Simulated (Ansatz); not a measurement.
The system is Ta3AsAu2O13.

```
Ta As Au O
1.0
     5.24237    3.02668    4.14273
    -5.24237    3.02668    4.14273
     0.00000   -6.05337    4.14273
Ta As Au O
3 1 2 13
Direct
  0.23108 0.57229 0.23108
  0.23108 0.23108 0.57229
  0.57229 0.23108 0.23108
  0.55878 0.55878 0.55878
  0.96559 0.96559 0.96559
  0.75105 0.75105 0.75105
  0.40884 0.66762 0.40884
  0.40884 0.40884 0.66762
  0.66762 0.40884 0.40884
  0.49726 0.01313 0.36024
  0.36024 0.49726 0.01313
  0.01313 0.36024 0.49726
  0.36024 0.01313 0.49726
  0.01313 0.49726 0.36024
  0.49726 0.36024 0.01313
  0.10963 0.74806 0.10963
  0.10963 0.10963 0.74806
  0.74806 0.10963 0.10963
  0.30840 0.30840 0.30840
```

The cell was built by a generator and needn't be a form met in nature.

Base run:

```yaml
Program: Ansatz 0.2.0
Functional: LDA
Potentials_or_basis: all-electron LAPW, scalar-relativistic
Cutoff: 566 eV
Density_cutoff: 2265 eV
Basis_error_allowed: 0.003 eV/atom
k_mesh: 3 × 3 × 3
Occupations: fermi-dirac, width 0.05 eV
Spin: no spin polarisation
```

Its results: band gap on the k mesh 1.01 eV, indirect (least direct gap 1.05 eV); pressure -5.7 GPa; largest force 0.710 eV/Å.

Problem. The run is repeated on the same cell with these changes: functional from LDA to BLYP; basis error allowed from 0.003 eV/atom to 0.002 eV/atom. What comes out?

Solution. Band gap on the k mesh 1.13 eV, indirect (least direct gap 1.17 eV); pressure 2.9 GPa; largest force 0.491 eV/Å.

Caveats: spin-orbit coupling is left out, which moves the levels of the heavy elements.

A k mesh can miss the band edges.

Not every run made on this cell is shown here.
